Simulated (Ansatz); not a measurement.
# TaH4: the cost of one run

Method: DFT PBE, scalar-relativistic, plane waves, PAW, unless a step names another level, in Ansatz 0.2.0.

13 further runs of the same task are left out: 13 set aside as unsound or not needed. Runs told in other sessions of the task aren't counted.

**1. What the formula suggests**

Pauling electronegativities: Ta 1.50, H 2.20 (spread 0.70). The formula balances with common oxidation states: Ta +4, H -1, a formal count that means little at so small a spread. Tabulated atomic sizes suggest about 9 Å³/atom. 45 candidates were drawn, by swapping species into database cells of other compounds, at random by space group and Wyckoff sites, or by hand, as the table says:

| name | made from | space group no. | Wyckoff sites | atoms (primitive cell) | V (Å³/atom) |
| --- | --- | --- | --- | --- | --- |
| c01 | built by hand: SnF4-type (NbF4) | 139 | Ta 2a; H 4e, 4c | 5 | 9.1 |
| c02 | elements ordered on the sites of the Nb, Ta/H on Nb | 139 | Ta 2a; H 4e, 4e | 5 | 9.6 |
| c03 | random | 221 | Ta 1b; H 1a, 3d | 5 | 10.0 |
| c04 | random | 186 | Ta 2b; H 2b, 6c | 10 | 9.4 |
| c05 | random | 99 | Ta 1b, 1a; H 4f, 2c, 1b, 1a | 10 | 11.8 |
| c06 | database cell of PbF4 | 139 | Ta 2a; H 4e, 4c | 5 | 8.9 |
| c07 | random | 194 | Ta 2d; H 2b, 4e, 2a | 10 | 9.8 |
| c08 | random | 216 | Ta 4d; H 16e | 5 | 10.9 |
| c09 | database cell of TiI4 | 15 | Ta 4e; H 8f, 8f | 10 | 9.8 |
| c10 | random | 166 | Ta 3a; H 6c, 6c | 5 | 10.2 |
| c11 | built by hand: R-3m TaH4, H2-stuffed fluorite | 166 | Ta 3a; H 6c, 6c | 5 | 8.9 |
| c12 | random | 71 | Ta 2c; H 8l | 5 | 10.2 |
| c13 | random | 137 | Ta 2a; H 4d, 4d | 10 | 11.3 |
| c14 | elements ordered on the sites of the Cu, Ta/H on Cu | 87 | Ta 2b; H 8h | 5 | 9.6 |
| c15 | random | 229 | Ta 2a; H 8c | 5 | 11.8 |
| c16 | elements ordered on the sites of the Hg, Ta/H on Hg | 12 | Ta 2b; H 4i, 4i | 5 | 9.6 |
| c17 | random | 107 | Ta 2a; H 4b, 4b | 5 | 9.8 |
| c18 | random | 63 | Ta 4a; H 8g, 8f | 10 | 9.5 |
| c19 | elements ordered on the sites of the Re, Ta/H on Re | 166 | Ta 3b; H 6c, 6c | 5 | 9.6 |
| c20 | database cell of CrB4 | 71 | Ta 2a; H 8l | 5 | 8.3 |
| c21 | random | 2 | Ta 1a; H 1f, 1g, 1c, 1e | 5 | 11.2 |
| c22 | random | 141 | Ta 4a; H 16f | 10 | 11.8 |
| c23 | built by hand: hcp-metal tetrahydride P63/mmc | 194 | Ta 2c; H 4e, 4f | 10 | 9.1 |
| c24 | built by hand: ScH4 / BaAl4-type | 139 | Ta 2a; H 4e, 4d | 5 | 9.1 |
| c25 | random | 119 | Ta 2b; H 4f, 2d, 2c | 5 | 11.8 |
| c26 | random | 191 | Ta 1a; H 3g, 1b | 5 | 10.9 |
| c27 | random | 136 | Ta 2a; H 8j | 10 | 10.7 |
| c28 | elements ordered on the sites of the Mg, Ta/H on Mg | 87 | Ta 2a; H 8h | 5 | 9.6 |
| c29 | database cell of LaAl4 | 139 | Ta 2a; H 4e, 4d | 5 | 10.8 |
| c30 | built by hand: SiF4-type | 217 | Ta 2a; H 8c | 5 | 9.1 |
| c31 | random | 123 | Ta 1b; H 2h, 2f | 5 | 11.2 |
| c32 | built by hand: CdI2-type TaH2 layers with intercalated H2 | 164 | Ta 1a; H 2c, 2d | 5 | 9.0 |
| c33 | random | 139 | Ta 2b; H 8h | 5 | 9.3 |
| c34 | elements ordered on the sites of the Ta, Ta/H on Ta | 69 | Ta 4a; H 8i, 8i | 5 | 9.6 |
| c35 | database cell of TiF4 | 1 | Ta 1a, 1a; H 1a, 1a, 1a, 1a, 1a, 1a, 1a, 1a | 10 | 11.3 |
| c36 | random | 187 | Ta 1a; H 1c, 2g, 1b | 5 | 11.7 |
| c37 | random | 191 | Ta 1b; H 3g, 1a | 5 | 10.9 |
| c38 | database cell of FeCl4 | 65 | Ta 2c; H 4j, 4g | 5 | 9.3 |
| c39 | elements ordered on the sites of the Hf, Ta/H on Hf | 69 | Ta 4b; H 8i, 8i | 5 | 9.6 |
| c40 | database cell of TaTe4 | 124 | Ta 2a; H 8m | 10 | 9.4 |
| c41 | database cell of Nb4Pd | 69 | Ta 4a; H 8i, 8i | 5 | 10.5 |
| c42 | database cell of NbBr4 | 12 | Ta 4g; H 4i, 8j, 4i | 10 | 9.0 |
| c43 | database cell of ScAg4 | 87 | Ta 2a; H 8h | 5 | 8.4 |
| c44 | database cell of CrB4 | 58 | Ta 2a; H 4g, 4g | 10 | 8.2 |
| c45 | random | 123 | Ta 1a; H 1c, 2h, 1d | 5 | 10.4 |

**2. Screening run of c08**

The input, input.yaml:

```yaml
crystal:
  lattice:
    - [0.0, 3.01185815, 3.01185815]
    - [3.01185815, 0.0, 3.01185815]
    - [3.01185815, 3.01185815, 0.0]
  atoms:
    - { symbol: Ta, position: [0.25, 0.25, 0.25] }
    - { symbol: H, position: [0.59180865, 0.59180865, 0.59180865] }
    - { symbol: H, position: [0.59180865, 0.59180865, 0.22457405] }
    - { symbol: H, position: [0.59180865, 0.22457405, 0.59180865] }
    - { symbol: H, position: [0.22457405, 0.59180865, 0.59180865] }
basis:
  ecutwfc: 420
kpoints:
  mp_grid: { grid: [4, 4, 4] }
hamiltonian:
  xc: pbe
scf:
  occupations: { method: gaussian, width: 0.15 }
  lower_state_search: "off"
output:
  forces: true
  stress: true
  eigenvalues: true
relax:
  adjacent_minimum: "off"
  f_tol: 0.08
  max_steps: 16
  cell: { stress_tol: 0.8 }
```

Command:

```
ansatz run input.yaml --threads 1 --pin off --max-ram 2560MiB --backend cpu --events-out ev --progress --plain --runs-dir out
```

What time and memory should one allow on 1 thread of AMD EPYC 9R45 (Zen 5), shared host?

About 3.6 s, with a peak of 0.34 GiB.
